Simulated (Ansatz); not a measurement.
# Y2Be2Pb: the cost of one run

Program: Ansatz 0.2.0. Level of theory: DFT PBE, scalar-relativistic, plane waves, PAW. These are calculated values, not measurements.

### 1 Starting point

The structure is trigonal, space group P-3m1 (No. 164). The conventional cell has a = 3.869 Å, b = 3.869 Å, c = 6.797 Å, α = 90.00°, β = 90.00°, γ = 120.00°. Around Y (site symmetry 3m) lie 4 Be at 2.29 to 2.31 Å. Be (site symmetry 3m) is surrounded by 4 Y at 2.29 to 2.31 Å. Pb (site symmetry -3m) has 6 Y at 2.97 Å and 6 Be at 3.39 Å as nearest neighbours.

Structure file:

```cif
data_structure
_symmetry_space_group_name_H-M 'P 1'
_symmetry_Int_Tables_number 1
_cell_length_a 3.8688
_cell_length_b 3.8688
_cell_length_c 6.7966
_cell_angle_alpha 90.000
_cell_angle_beta 90.000
_cell_angle_gamma 120.000
_cell_volume 88.10
loop_
_atom_site_label
_atom_site_type_symbol
_atom_site_fract_x
_atom_site_fract_y
_atom_site_fract_z
_atom_site_occupancy
Y1 Y 0.66667 0.33333 0.71197 1
Y2 Y 0.33333 0.66667 0.28803 1
Be1 Be 0.33333 0.66667 0.62560 1
Be2 Be 0.66667 0.33333 0.37440 1
Pb1 Pb 0.00000 0.00000 0.00000 1
```

The cell is invented: species swapped into a database cell of Pr2SeO2 (P-3m1, No. 164), with Y on the Pr sites, Pb on the Se sites and Be on the O sites. Its size is a rough estimate.

### 2 A first look at the guess

File input.yaml:

```yaml
crystal:
  lattice:
    - [3.86876941, 0.0, 0.0]
    - [-1.9343847, 3.35045259, 0.0]
    - [0.0, 0.0, 6.79655992]
  atoms:
    - { symbol: "Y", position: [0.66666667, 0.33333333, 0.71197271] }
    - { symbol: "Y", position: [0.33333333, 0.66666667, 0.28802729] }
    - { symbol: Be, position: [0.33333333, 0.66666667, 0.62559956] }
    - { symbol: Be, position: [0.66666667, 0.33333333, 0.37440044] }
    - { symbol: Pb, position: [0.0, 0.0, 0.0] }
basis:
  ecutwfc: 420
kpoints:
  mp_grid: { grid: [6, 6, 4] }
hamiltonian:
  xc: pbe
scf:
  occupations: { method: gaussian, width: 0.1 }
  lower_state_search: "off"
output:
  forces: true
  stress: true
  eigenvalues: true
```

On the command line:

```sh
$ ansatz run input.yaml --threads 1 --pin off --max-ram 2560MiB --backend cpu --events-out ev --progress --plain --runs-dir out
```

**Question.** How long does this run take on 1 thread of Intel Xeon 6975P-C (Granite Rapids), shared host, and how much memory does it need?

About 1.7 s, with a peak of 0.46 GiB.
